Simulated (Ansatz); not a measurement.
# C2HCl3Ti: the cost of one run

Program: Ansatz 0.2.0, Gaussian basis. Level of theory: r2SCAN/6-31G* with D4 dispersion. These are calculated values, not measurements.

### Step 1. The geometry

An earlier PBE0-D4 in a triple-zeta def2 set relaxation fixed the geometry.

7 atoms, charge 0, spin multiplicity 1.

Atoms are counted from 1 here; the program's logs count them from 0.

Bond lengths: C1–C2 1.215 Å, C1–H7 1.067 Å, C2–Ti3 1.990 Å, Ti3–Cl4 2.164 Å, Ti3–Cl5 2.164 Å, Ti3–Cl6 2.164 Å. Angles: C2–C1–H7 180.0°, C1–C2–Ti3 180.0°, C2–Ti3–Cl4 107.3°, C2–Ti3–Cl5 107.3°, C2–Ti3–Cl6 107.3°, Cl4–Ti3–Cl5 111.5°, Cl4–Ti3–Cl6 111.5°, Cl5–Ti3–Cl6 111.5°.

### Step 2. The run

The input, in.yaml:

```yaml
crystal:
  periodic: [false, false, false]
  atoms:
    - {symbol: C, position_ang: [1.610960, -1.296357, 0.550267]}
    - {symbol: C, position_ang: [0.696421, -0.561821, 0.232914]}
    - {symbol: Ti, position_ang: [-0.801239, 0.640740, -0.287874]}
    - {symbol: Cl, position_ang: [-2.419938, -0.612500, -0.989690]}
    - {symbol: Cl, position_ang: [-0.068237, 1.942015, -1.854002]}
    - {symbol: Cl, position_ang: [-1.371065, 1.761352, 1.473634]}
    - {symbol: H, position_ang: [2.414397, -1.941528, 0.829052]}
basis:
  gaussian: {orbitals: "6-31G*"}
hamiltonian: {xc: {name: r2SCAN}, dispersion: d4}
md: {timestep: 1 fs, n_steps: 20, ensemble: nvt_langevin, temperature: 300, initial_velocities: maxwell_boltzmann, friction: 0.01, seed: 732}
```

Started as:

```sh
ansatz run in.yaml --threads 4 --pin off --events-out ev --progress --plain --max-ram 10444MiB
```

**Question.** How long does this run take on 4 threads of Arm Neoverse V1, shared host, and how much memory does it need?

About 1.7 min, with a peak of 0.26 GiB.
